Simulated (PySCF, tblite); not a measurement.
**CH9NSSi3 (triplet), a small gas-phase stand-in for a defect centre: EPR parameters**

Aim: the EPR parameters of `[SiH3]S[C]N([SiH3])[SiH3]`. It is drawn as: twofold C.

Programs: tblite 0.8.0 and PySCF 2.14.0. All values are calculated, for the isolated system unless a continuum is named. Atoms count from 0, parts from 1.

### 1 The system as given

15 atoms, charge 0, multiplicity 3; geometry: distance geometry start.

### 2 Geometry optimisation with GFN2-xTB

What the job is given:

```
{"job": {"kind": "relax", "xc": "GFN2-xTB", "basis": "xTB"}, "charge": 0, "multiplicity": 3}
C      0.869967     0.108991    -0.079159
N      1.812531    -0.559200     0.809538
Si     2.129506    -2.316921     0.458144
Si     1.638268    -0.108385     2.567569
S     -0.414926     0.651772    -1.181555
Si    -0.855633     2.695733    -1.658053
H      3.061486    -2.396978    -0.600599
H      2.648731    -2.931570     1.629505
H      0.927539    -2.961744     0.077618
H      0.320012     0.288927     2.840297
H      2.525478     0.931630     2.902720
H      1.967829    -1.255427     3.362224
H     -0.200880     3.559370    -0.723786
H     -0.326598     2.995109    -2.980763
H     -2.248408     2.920733    -1.664501
```

With the program's defaults for keys left out, this is: GFN2-xTB geometry optimisation, gas phase.

On the command line:

```
OMP_NUM_THREADS=1 python cluster_run.py task.json out
```

This one command runs all jobs of the session in turn.

The log of the run:

```text
step      E/eV     max force
  0    -488.72675    3.429
  1    -489.19265    2.619
  2    -489.59877    1.717
  3    -489.67865    1.267
  4    -489.81766    2.018
  5    -489.93566    2.339
  6    -490.00973    1.309
  7    -490.06282    0.567
  8    -490.14808    0.978
  9    -490.21069    1.173
 10    -490.24531    1.124
 11    -490.28575    0.759
 12    -490.31922    0.431
 13    -490.33596    0.581
 14    -490.38132    0.737
 15    -490.40656    0.556
 16    -490.42556    0.320
 17    -490.43416    0.262
 18    -490.44285    0.298
 19    -490.45268    0.314
 20    -490.46655    0.356
 21    -490.47830    0.231
 22    -490.48551    0.182
 23    -490.48983    0.173
 24    -490.49534    0.229
 25    -490.50424    0.237
 26    -490.51596    0.226
 27    -490.52673    0.198
 28    -490.53342    0.199
 29    -490.53871    0.207
 30    -490.54391    0.177
 31    -490.54800    0.151
 32    -490.55162    0.158
 33    -490.55534    0.174
 34    -490.55891    0.141
 35    -490.56168    0.123
 36    -490.56327    0.073
 37    -490.56436    0.072
 38    -490.56555    0.078
 39    -490.56710    0.117
 40    -490.56948    0.144
 41    -490.57271    0.144
 42    -490.57604    0.119
 43    -490.57854    0.100
 44    -490.58020    0.105
 45    -490.58195    0.096
 46    -490.58481    0.112
 47    -490.58915    0.146
 48    -490.59415    0.177
 49    -490.59793    0.209
 50    -490.59916    0.183
 51    -490.60083    0.112
 52    -490.60200    0.090
 53    -490.60637    0.119
 54    -490.61035    0.140
 55    -490.61392    0.122
 56    -490.61516    0.073
 57    -490.61606    0.057
 58    -490.61670    0.065
 59    -490.61805    0.091
 60    -490.61949    0.101
 61    -490.62054    0.079
 62    -490.62105    0.060
 63    -490.62150    0.047
 64    -490.62189    0.041
 65    -490.62230    0.042
 66    -490.62276    0.039
 67    -490.62328    0.041
 68    -490.62374    0.037
 69    -490.62408    0.030
 70    -490.62430    0.034
 71    -490.62445    0.031
 72    -490.62460    0.032
 73    -490.62475    0.035
 74    -490.62492    0.031
 75    -490.62511    0.034
 76    -490.62532    0.042
 77    -490.62548    0.035
 78    -490.62560    0.029
 79    -490.62570    0.030
 80    -490.62584    0.031
 81    -490.62602    0.040
 82    -490.62625    0.045
 83    -490.62654    0.050
 84    -490.62685    0.052
 85    -490.62713    0.036
 86    -490.62729    0.021
 87    -490.62739    0.023
 88    -490.62749    0.028
 89    -490.62763    0.030
 90    -490.62784    0.041
 91    -490.62808    0.047
 92    -490.62830    0.041
 93    -490.62846    0.025
 94    -490.62857    0.025
 95    -490.62865    0.021
 96    -490.62877    0.030
 97    -490.62897    0.050
 98    -490.62930    0.067
 99    -490.62969    0.066
100    -490.63005    0.043
101    -490.63029    0.031
102    -490.63046    0.038
103    -490.63063    0.043
104    -490.63080    0.036
105    -490.63095    0.031
106    -490.63109    0.036
107    -490.63127    0.036
108    -490.63143    0.028
109    -490.63154    0.021
110    -490.63159    0.021
111    -490.63164    0.021
112    -490.63167    0.016
113    -490.63171    0.011
114    -490.63173    0.010
115    -490.63175    0.013
116    -490.63177    0.012
117    -490.63178    0.011
118    -490.63180    0.009
119    -490.63181    0.008
```

Wall time 6.5 s (1 thread of Arm Neoverse V2, shared host).

Along the way:

| step | energy from step 0 (eV) | largest force (eV/Å) |
| --- | --- | --- |
| 0 | 0.0000 | 3.4284 |
| 5 | -1.2089 | 2.3386 |
| 10 | -1.5186 | 1.1240 |
| 15 | -1.6798 | 0.5558 |
| 20 | -1.7398 | 0.3562 |
| 25 | -1.7775 | 0.2374 |
| 30 | -1.8172 | 0.1771 |
| 35 | -1.8349 | 0.1226 |
| 40 | -1.8427 | 0.1440 |
| 45 | -1.8552 | 0.0955 |
| 50 | -1.8724 | 0.1824 |
| 55 | -1.8872 | 0.1216 |
| 60 | -1.8927 | 0.1018 |
| 65 | -1.8956 | 0.0421 |
| 70 | -1.8976 | 0.0334 |
| 75 | -1.8984 | 0.0336 |
| 80 | -1.8991 | 0.0309 |
| 85 | -1.9004 | 0.0361 |
| 90 | -1.9011 | 0.0419 |
| 95 | -1.9019 | 0.0210 |
| 100 | -1.9033 | 0.0432 |
| 105 | -1.9042 | 0.0301 |
| 110 | -1.9048 | 0.0208 |
| 115 | -1.9050 | 0.0134 |
| 119 | -1.9051 | 0.0079 |

Close pairs (by a distance rule), those that changed most:

| bond | before (Å) | after (Å) | change (Å) |
| --- | --- | --- | --- |
| C0–N1 | 1.458 | 1.341 | -0.117 |
| C0–S4 | 1.778 | 1.678 | -0.100 |
| N1–Si3 | 1.823 | 1.756 | -0.068 |
| Si3–H9 | 1.404 | 1.463 | +0.060 |
| Si3–H10 | 1.408 | 1.466 | +0.059 |
| N1–Si2 | 1.820 | 1.762 | -0.058 |
| Si2–H6 | 1.413 | 1.464 | +0.051 |
| Si5–H14 | 1.411 | 1.454 | +0.043 |

### 3 Geometry optimisation at PBE0-D3(BJ)/def2-SVP

What the job is given:

```
{"job": {"xc": "PBE0", "basis": "def2-SVP", "d3": "d3bj", "grid": 2, "kind": "geom", "shake": 0.01}, "charge": 0, "multiplicity": 3}
C     -0.265140    -0.358142    -0.706674
N      0.360169    -0.793529     0.366182
Si     1.117463    -2.290325    -0.153617
Si     0.440666     0.098297     1.880542
S     -1.858925     0.207154    -0.946415
Si    -1.332033     2.253828    -1.519759
H      1.982587    -1.976970    -1.305699
H      1.976902    -2.711546     0.979279
H      0.072007    -3.229108    -0.443167
H     -0.983148     0.357949     2.275224
H      1.115452     1.353266     1.672763
H      1.110314    -0.799264     2.801013
H     -0.699789     2.863864    -0.376337
H     -0.451125     2.125206    -2.654405
H     -2.596324     2.873948    -1.854258
```

The log of the run:

```text
step   0  E = -1363.77045532  max force = 0.035962
step   1  E = -1363.78094772  max force = 0.014560
step   2  E = -1363.78336505  max force = 0.003717
step   3  E = -1363.78370246  max force = 0.002219
step   4  E = -1363.78391187  max force = 0.002374
step   5  E = -1363.78399312  max force = 0.001790
step   6  E = -1363.78403118  max force = 0.000349
step   7  E = -1363.78403646  max force = 0.000168
optimisation converged
```

Wall time 2.5 min (1 thread of Arm Neoverse V2, shared host); peak memory 0.85 GiB.

Step by step:

| step | energy from step 0 (eV) | largest force component (eV/Å) |
| --- | --- | --- |
| 0 | 0.0000 | 1.8492 |
| 1 | -0.2855 | 0.7487 |
| 2 | -0.3513 | 0.1911 |
| 3 | -0.3605 | 0.1141 |
| 4 | -0.3662 | 0.1221 |
| 5 | -0.3684 | 0.0920 |
| 6 | -0.3694 | 0.0179 |
| 7 | -0.3696 | 0.0086 |

Close pairs (by a distance rule), those that changed most:

| bond | before (Å) | after (Å) | change (Å) |
| --- | --- | --- | --- |
| Si2–H8 | 1.435 | 1.492 | +0.057 |
| Si3–H10 | 1.440 | 1.492 | +0.052 |
| C0–N1 | 1.316 | 1.367 | +0.051 |
| Si5–H12 | 1.442 | 1.492 | +0.050 |
| Si5–H13 | 1.442 | 1.490 | +0.048 |
| Si5–H14 | 1.447 | 1.493 | +0.045 |
| Si3–H11 | 1.450 | 1.490 | +0.041 |
| C0–S4 | 1.708 | 1.734 | +0.026 |

The end geometry stands in the next job.

| at the end point | value |
| --- | --- |
| point group (found at 0.08 Å tolerance) | C1 |
| rotational constants (GHz, main isotopes) | 2.423, 0.805, 0.655 |
| dipole moment (D) | 1.19 |
| ⟨S²⟩ | 2.008 |

### 4 g tensor and hyperfine couplings: B3LYP/IGLO-III+pcH-1

What the job is given:

```
{"job": {"kind": "epr"}, "charge": 0, "multiplicity": 3}
C     -0.076057    -0.211673    -0.873924
N      0.466380    -0.815250     0.225684
Si     1.137029    -2.435925    -0.041345
Si     0.514058     0.139691     1.722758
S     -1.734811     0.151533    -1.227275
Si    -1.491134     2.291657    -1.431597
H      2.188361    -2.387960    -1.097317
H      1.728692    -2.885588     1.251771
H      0.052523    -3.366256    -0.469904
H     -0.873198     0.555056     2.080232
H      1.351025     1.358721     1.524576
H      1.093466    -0.724211     2.790162
H     -1.010065     2.872562    -0.144042
H     -0.518651     2.599365    -2.517587
H     -2.838530     2.832860    -1.777491
```

With the program's defaults for keys left out, this is: UKS B3LYP, IGLO-III on C N S Si, pcH-1 on H, non-relativistic, mean-field spin-orbit, GIAO.

The log of the run:

```text
UKS, coarse grid
  cycle   1  E = -1364.99533742  |g| = 2.93e-01
  cycle   2  E = -1364.98732702  |g| = 3.10e-01
  cycle   3  E = -1365.01997993  |g| = 1.17e-01
  cycle   4  E = -1365.02563582  |g| = 2.87e-02
  cycle   5  E = -1365.02604958  |g| = 1.21e-02
  cycle   6  E = -1365.02613901  |g| = 5.56e-03
  cycle   7  E = -1365.02615712  |g| = 2.31e-03
  cycle   8  E = -1365.02616069  |g| = 8.77e-04
UKS, final grid
  cycle   1  E = -1365.02610343  |g| = 1.27e-03
  cycle   2  E = -1365.02610184  |g| = 2.13e-03
  cycle   3  E = -1365.02610435  |g| = 2.19e-04
  cycle   4  E = -1365.02610438  |g| = 4.54e-05
  cycle   5  E = -1365.02610438  |g| = 3.41e-05
  cycle   6  E = -1365.02610438  |g| = 1.53e-05
E = -1365.02610438 Eh   <S^2> = 2.0085 (exact 2.0000)
g shifts (ppm)      1          2          3
  rmc          -179       -179       -179
  gc             28         16        -14
  oz_so        -273        -92       1925
  total        -424       -255       1732
hyperfine (MHz)  atom isotope    a_iso     a_fc   dipolar eigenvalues
    0   13C     291.52     291.56    -61.33     10.57     50.76
    1   14N      10.64      10.64     -4.76     -2.14      6.91
    2  29Si     -35.64     -35.68     -4.33      1.75      2.58
    3  29Si     -38.39     -38.45     -7.10      3.15      3.95
    4   33S      13.98      14.14    -14.34     -3.91     18.25
    5  29Si     -45.26     -45.33     -5.66      2.56      3.09
    6    1H       1.78       1.78     -2.40     -1.84      4.24
    7    1H       7.60       7.60     -1.53     -1.39      2.92
    8    1H       4.48       4.48     -2.23     -1.64      3.87
    9    1H       4.97       4.97     -2.13     -1.30      3.43
   10    1H       1.25       1.25     -2.31     -1.65      3.96
   11    1H       8.78       8.78     -1.62     -1.24      2.86
   12    1H       0.01       0.01     -2.25     -1.24      3.49
   13    1H       1.85       1.85     -2.25     -1.48      3.73
   14    1H      11.98      11.98     -1.45     -0.99      2.44
zero-field splitting (cm-1)  D = 0.7126  E = 0.0619  (spin-spin 0.3870, spin-orbit 0.4619)
```

Run time: 2.6 min. Hardware: 1 thread of Arm Neoverse V2, shared host; peak memory 1.3 GiB.

Principal g values 2.00189, 2.00206, 2.00405; g(iso) = 2.00267, against 2.00232 for a free electron.

Hyperfine couplings, nucleus by nucleus at this fixed geometry (no averaging over rotations):

| nuclei | isotope | a(iso) (MHz) | a(iso) (G, at g = 2.0023) | largest dipolar term (MHz) |
| --- | --- | --- | --- | --- |
| C0 | 13C | 291.5 | 104.0 | -61.3 |
| Si5 | 29Si | -45.3 | -16.2 | -5.7 |
| Si3 | 29Si | -38.4 | -13.7 | -7.1 |
| Si2 | 29Si | -35.6 | -12.7 | -4.3 |
| S4 | 33S | 14.0 | 5.0 | 18.3 |
| H14 | 1H | 12.0 | 4.3 | 2.4 |
| N1 | 14N | 10.6 | 3.8 | 6.9 |
| H11 | 1H | 8.8 | 3.1 | 2.9 |
| H7 | 1H | 7.6 | 2.7 | 2.9 |
| H9 | 1H | 5.0 | 1.8 | 3.4 |
| H8 | 1H | 4.5 | 1.6 | 3.9 |
| H13 | 1H | 1.8 | 0.7 | 3.7 |
| H6 | 1H | 1.8 | 0.6 | 4.2 |
| H10 | 1H | 1.2 | 0.4 | 4.0 |

Zero-field splitting: D = 0.713 cm⁻¹ (spin-spin 0.387, spin-orbit 0.462), E = 0.062 cm⁻¹.

Mulliken spin populations:

C0 1.49; N1 0.09; Si2 0.04; Si3 0.05; S4 0.22; Si5 0.05; H6 0.00; H7 0.01; H8 0.01; H9 0.00; H10 0.01; H11 0.01; H12 0.00; H13 0.00; H14 0.02

### 5 EPR parameters: BHandHLYP/IGLO-III+pcH-1

Same as in step 4 but for these lines:

```diff
@@ -1,2 +1,2 @@
-{"job": {"kind": "epr"}, "charge": 0, "multiplicity": 3}
+{"job": {"kind": "epr", "xc": "BHandHLYP"}, "charge": 0, "multiplicity": 3}
 C     -0.076057    -0.211673    -0.873924
```

Level: UKS BHandHLYP, IGLO-III on C N S Si, pcH-1 on H, non-relativistic, mean-field spin-orbit, GIAO.

The log of the run:

```text
UKS, coarse grid
  cycle   1  E = -1364.82674492  |g| = 2.65e-01
  cycle   2  E = -1364.86039494  |g| = 1.61e-01
  cycle   3  E = -1364.87115339  |g| = 6.93e-02
  cycle   4  E = -1364.87387892  |g| = 2.13e-02
  cycle   5  E = -1364.87438210  |g| = 9.13e-03
  cycle   6  E = -1364.87448914  |g| = 3.99e-03
  cycle   7  E = -1364.87451600  |g| = 1.64e-03
  cycle   8  E = -1364.87451959  |g| = 8.38e-04
UKS, final grid
  cycle   1  E = -1364.87448429  |g| = 9.27e-04
  cycle   2  E = -1364.87448413  |g| = 1.17e-03
  cycle   3  E = -1364.87448482  |g| = 1.12e-04
  cycle   4  E = -1364.87448485  |g| = 8.12e-05
  cycle   5  E = -1364.87448486  |g| = 1.69e-05
E = -1364.87448486 Eh   <S^2> = 2.0138 (exact 2.0000)
g shifts (ppm)      1          2          3
  rmc          -180       -180       -180
  gc             29         17        -13
  oz_so        -268        -80       1708
  total        -419       -242       1515
hyperfine (MHz)  atom isotope    a_iso     a_fc   dipolar eigenvalues
    0   13C     322.84     322.88    -65.33     12.32     53.01
    1   14N      10.51      10.51     -4.71     -2.01      6.72
    2  29Si     -32.79     -32.82     -4.21      1.70      2.51
    3  29Si     -35.30     -35.35     -6.70      2.96      3.74
    4   33S      12.09      12.24    -14.20     -3.86     18.06
    5  29Si     -40.64     -40.69     -5.39      2.41      2.98
    6    1H       0.84       0.84     -2.45     -1.93      4.39
    7    1H       6.86       6.87     -1.51     -1.38      2.88
    8    1H       3.51       3.50     -2.25     -1.73      3.98
    9    1H       3.92       3.92     -2.12     -1.43      3.55
   10    1H       0.32       0.32     -2.34     -1.75      4.09
   11    1H       8.10       8.10     -1.56     -1.25      2.81
   12    1H      -0.45      -0.45     -2.24     -1.36      3.60
   13    1H       1.43       1.43     -2.27     -1.59      3.86
   14    1H      10.69      10.69     -1.39     -0.96      2.35
zero-field splitting (cm-1)  D = 0.7041  E = 0.0686  (spin-spin 0.4467, spin-orbit 0.4043)
```

It took 2.9 min on 1 thread of Arm Neoverse V2, shared host; peak memory 1.4 GiB.

In short: g(iso) 2.00260.

### 6 Side by side: EPR parameters

g, ⟨S²⟩ and isotropic hyperfine couplings (MHz), with basis size and wall time:

| run | g(iso) | ⟨S²⟩ | 13C C0 | 29Si Si5 | 29Si Si3 | 29Si Si2 | 33S S4 | functions | time |
| --- | --- | --- | --- | --- | --- | --- | --- | --- | --- |
| B3LYP/IGLO-III+pcH-1 | 2.00267 | 2.009 | 291.5 | -45.3 | -38.4 | -35.6 | 14.0 | 336 | 2.6 min |
| BHandHLYP/IGLO-III+pcH-1 | 2.00260 | 2.014 | 322.8 | -40.6 | -35.3 | -32.8 | 12.1 | 336 | 2.9 min |

### 7 Results

| quantity | value |
| --- | --- |
| point group | C1 |
| rotational constants (main isotopes) | 2.42, 0.80, 0.65 GHz |
| D, E (B3LYP) | 0.713, 0.062 cm⁻¹ |
| g(iso) (B3LYP) | 2.00267 |
| ⟨S²⟩ | 2.009 (exact 2.00) |
| largest a(iso) | 13C on C0, 291.5 MHz |

The start of the PBE0/def2-SVP relaxation was shaken at random by about 0.01 Å, so part of the energy gained, and of the first lengths quoted, undoes that. The optimisation took 7 steps and gained 0.370 eV; among the close pairs (by a distance rule), Si2–H8 changed most, from 1.435 to 1.492 Å (PBE0/def2-SVP). No frequency check was run at this level, so the end point may be a saddle. C0 carries the largest spin population, 1.49 e. The isotropic g lies 0.4 ppt above the free-electron value. The coupling of 13C on C0 runs from 291.5 (B3LYP/IGLO-III+pcH-1) to 322.8 MHz (BHandHLYP/IGLO-III+pcH-1). The triplet was assumed; the singlet may lie lower. A capped cluster stands for the solid here, so long-range fields and strain are missing, and bands or shifts of the capping hydrogens have no counterpart in it.
